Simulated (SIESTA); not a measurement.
The system is Pt2W.

```
CELL_PARAMETERS angstrom
-1.38637 1.98220 4.15326
1.38637 -1.98220 4.15326
1.38637 1.98220 -4.15326
ATOMIC_POSITIONS crystal
Pt 0.33678 0.33678 0.00000
Pt 0.66322 0.66322 0.00000
W 0.00000 0.00000 0.00000
```

The cell comes from a database or a generator and needn't be the stable form of this composition.

* Program: SIESTA 5.4.2
* Task: single point
* Functional: PBEsol
* Potentials or basis: PseudoDojo 0.4 standard (PBEsol files)
* Basis: DZP (energy shift 0.003 Ry; two zetas on semicore shells)
* Grid cutoff: 800 Ry
* Energy shift: 0.003 Ry
* k mesh: 12 × 12 × 12
* Occupations: fermi-dirac, width 0.05 eV
* Spin: no spin polarisation

On this cell: pressure -1.5 GPa; largest force 0.182 eV/Å; band gap on the k mesh none (metal or under the smearing width).

The same run follows on a disturbed copy (atoms moved at random, drawn with an rms of 0.05 Å):

```
Pt W
1.0
    -1.38637    1.98220    4.15326
     1.38637   -1.98220    4.15326
     1.38637    1.98220   -4.15326
Pt W
2 1
Direct
  0.35875 0.35540 0.03718
  0.65628 0.64096 0.97126
  0.98767 0.00274 0.98963
```

Question: What changes?

Answer: The energy (extrapolated to zero smearing) moves by +45.6 meV/atom; pressure 0.7 GPa; largest force 1.842 eV/Å; band gap on the k mesh none (metal or under the smearing width).

Forces on the atoms (eV/Å):
```
Pt  -0.491 -1.726 -0.415
Pt   0.563  0.658  0.212
W   -0.073  1.068  0.203
```

Stress tensor (GPa, compression positive):
```
1.15 1.11 0.31
1.11 0.13 0.12
0.31 0.12 0.79
```

Caveats: short orbitals over semicore shells can move pressures by several GPa; the basis of atomic orbitals isn't converged, which shifts pressures, moduli and gaps.
